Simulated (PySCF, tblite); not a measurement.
# CH2Cl2F4Ga2: geometry, infrared bands and NMR shifts

What infrared bands and NMR shifts should CH2Cl2F4Ga2 (`F[C](F)(F)[Ga-]1([F])[Cl+][GaH2-][Cl+]1`) show?

Computed with tblite 0.8.0 and PySCF 2.14.0, with density-fitted response routines of our own, on a single molecule in the gas phase. Atoms are numbered from 0 throughout.

## (1) Starting geometry

11 atoms, charge 0, multiplicity 1; geometry from: force field or distance geometry start.

Bonds of the start (Å): F0–C1 1.40, C1–F2 1.35, C1–F3 1.39, C1–Ga4 2.01, Ga4–F5 1.80, Ga4–Cl6 2.21, Cl6–Ga7 2.21, Ga7–Cl8 2.20, Cl8–Ga4 2.20, Ga7–H9 1.61, Ga7–H10 1.60.

## (2) Relaxing the molecule with GFN2-xTB

What the job is given:

```
{"job": {"kind": "relax", "xc": "GFN2-xTB", "basis": "xTB"}, "charge": 0, "multiplicity": 1}
F     -1.357800    -1.659200     0.588500
C     -1.979700    -0.466900     0.182700
F     -2.862700    -0.647600    -0.825300
F     -2.568800     0.090400     1.316200
Ga    -0.534600     0.832500    -0.314300
F     -1.117700     2.511300    -0.573300
Cl     1.043700     0.742100     1.228400
Ga     2.324500    -0.256300    -0.266700
Cl     0.858500     0.116400    -1.862600
H      3.694500     0.574500    -0.391900
H      2.505500    -1.834700    -0.067900
```

Started as:

```console
$ OMP_NUM_THREADS=1 python probes_run.py task.json out
```

The driver reads the jobs from task.json and runs them one after another.

**Question.** This job is followed by: GFN2-xTB harmonic vibrations, gas phase; GIAO PBE0/pcSseg-1 NMR shielding, non-relativistic, gas phase. What will the session give for the following? strongest single infrared mode (GFN2-xTB); zero-point energy (GFN2-xTB); ¹³C shifts against TMS (PBE0/pcSseg-1); ¹H shifts against TMS (PBE0/pcSseg-1); ¹⁹F shifts against CFCl3 (PBE0/pcSseg-1, means over atoms taken as alike); ³⁵Cl shifts against HCl (PBE0/pcSseg-1, means over atoms taken as alike); shieldings of Ga (PBE0/pcSseg-1).

**Answer**, as computed:

| quantity | value |
| --- | --- |
| strongest single infrared mode (GFN2-xTB) | 1719 cm⁻¹, 444 km/mol |
| zero-point energy (GFN2-xTB) | 17.8 kcal/mol |
| ¹³C shifts against TMS (PBE0/pcSseg-1) | 138.1 ppm |
| ¹H shifts against TMS (PBE0/pcSseg-1) | 5.50, 5.44 ppm |
| ¹⁹F shifts against CFCl3 (PBE0/pcSseg-1, means over atoms taken as alike) | -66.4, -173.7 ppm |
| ³⁵Cl shifts against HCl (PBE0/pcSseg-1, means over atoms taken as alike) | 38 ppm |
| shieldings of Ga (PBE0/pcSseg-1) | Ga7 1434.5, Ga4 1573.3 ppm |

In words: Over 66 steps the energy fell by 0.365 eV; of the close pairs, Ga7–Cl8 changed most, 2.199 to 2.291 Å. The lowest mode is slightly imaginary (12i cm⁻¹), a soft motion within the noise of the Hessian, so the minimum is not strictly shown. The strongest single mode, at 1719 cm⁻¹, moves mainly H9 and H10. Unscaled tight-binding wavenumbers are off by several per cent, some by more. Its intensities can rank the bands wrongly. At PBE0/pcSseg-1: Shielding is most anisotropic at Ga7 (span 460 ppm, paramagnetic term -1201 ppm). Spin-orbit coupling is left out, which matters for shieldings and couplings at and beside the heavy atoms.
